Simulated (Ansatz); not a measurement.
A nudged elastic band was laid between two geometries of a periodic cell of 17 atoms, LiY₁₆ (host Y, host structure hcp, interstitial Li).

Theory: Ansatz, DFT PBE, scalar-relativistic, plane waves, PAW. Settings: cutoff 420 eV, k mesh 3x3x2, gaussian smearing 0.05 eV, no spin polarisation.

| Item | Value |
| --- | --- |
| movable images | 5 |
| climbing image | yes |
| spring | 5.0 eV/Å² |
| optimiser | quadratic models (default) |
| start path | IDPP |
| force threshold | 0.03 eV/Å |
| iteration limit | 11 |
| end points | relaxed |

Initial state:

```xyz
17
Lattice="-3.6500 -6.3220 0.0000 5.4750 -3.1610 0.0000 0.0000 0.0000 11.4683" Properties=species:S:1:pos:R:3
Y -0.007 -6.333 0.017
Y 0.079 -4.267 2.785
Y -0.008 -6.333 5.552
Y 0.033 -4.239 8.518
Y -1.769 -3.198 -0.185
Y 3.681 -4.588 2.781
Y -1.770 -3.198 5.752
Y 3.632 -4.211 8.518
Y 1.826 -3.158 0.018
Y 1.421 -0.826 2.785
Y 1.826 -3.156 5.552
Y 1.830 -1.062 8.520
Y -0.046 0.021 -0.119
Y 2.159 -7.223 2.781
Y -0.047 0.023 5.687
Y 1.809 -7.370 8.518
Li 3.610 -2.090 2.787
```

Final state:

```xyz
17
Lattice="-3.6500 -6.3220 0.0000 5.4750 -3.1610 0.0000 0.0000 0.0000 11.4683" Properties=species:S:1:pos:R:3
Y -0.030 -5.956 -0.080
Y -0.057 -4.184 2.888
Y 0.017 -6.332 5.655
Y -0.056 -4.184 8.420
Y -1.906 -3.116 -0.080
Y 3.657 -4.210 2.687
Y -1.859 -3.144 5.654
Y 3.657 -4.210 8.621
Y 1.493 -3.321 -0.080
Y 1.872 -1.083 2.824
Y 1.841 -3.174 5.655
Y 1.872 -1.082 8.485
Y 0.404 -0.236 -0.080
Y 1.823 -7.387 2.686
Y -0.005 0.001 5.653
Y 1.823 -7.387 8.622
Li 3.691 -2.133 -0.082
```

Q: Which bonds break or form, and what moves?

A: The atom that moves furthest is Li17, by 2.87 Å; four of its nearest neighbours are Y14 2.50, Y6 2.50, Y10 2.53, Y11 3.46 Å at the first end and Y9 2.50, Y1 2.50, Y13 2.53, Y16 3.46 Å at the last.

Q: What energy profile does the band end with?

A: The run converged. The highest image is number 3 of 0 to 6, 0.223 eV above the ends, which have the same energy within 2 meV. The order of the point at the top wasn't checked. Limits of this set-up: coarse k mesh, a small cell, in which the defect meets its images, a typed lattice constant that wasn't relaxed here.

| image | path coordinate (Å) | energy (eV) | Y3–Li17 (Å) | Y11–Li17 (Å) | Y15–Li17 (Å) |
| --- | --- | --- | --- | --- | --- |
| 0 | 0.00 | 0.000 | 3.46 | 3.46 | 3.58 |
| 1 | 0.55 | 0.037 | 3.88 | 3.88 | 3.99 |
| 2 | 1.10 | 0.146 | 4.34 | 4.33 | 4.43 |
| 3 | 1.64 | 0.223 | 4.78 | 4.77 | 4.87 |
| 4 | 2.19 | 0.147 | 5.22 | 5.21 | 5.28 |
| 5 | 2.74 | 0.037 | 5.66 | 5.66 | 5.68 |
| 6 | 3.28 | 0.000 | 6.11 | 6.11 | 6.09 |

Q: What is the geometry of the highest image?

A: 
```xyz
17
Lattice="-3.6500 -6.3220 0.0000 5.4750 -3.1610 0.0000 0.0000 0.0000 11.4683" Properties=species:S:1:pos:R:3
Y -0.029 -6.162 -0.224
Y 0.073 -4.254 2.706
Y 0.007 -6.315 5.631
Y -0.038 -4.197 8.459
Y -1.893 -3.120 -0.004
Y 3.682 -4.387 2.938
Y -1.788 -3.188 5.712
Y 3.647 -4.227 8.539
Y 1.663 -3.221 -0.235
Y 1.616 -0.932 2.874
Y 1.819 -3.172 5.633
Y 1.845 -1.067 8.423
Y 0.212 -0.123 -0.166
Y 1.980 -7.322 2.927
Y -0.019 0.009 5.750
Y 1.831 -7.369 8.542
Li 3.638 -2.126 1.353
```

Time of the run: 22 min on 4 threads of AMD EPYC 7571, on a shared host, peak memory 3.5 GiB.
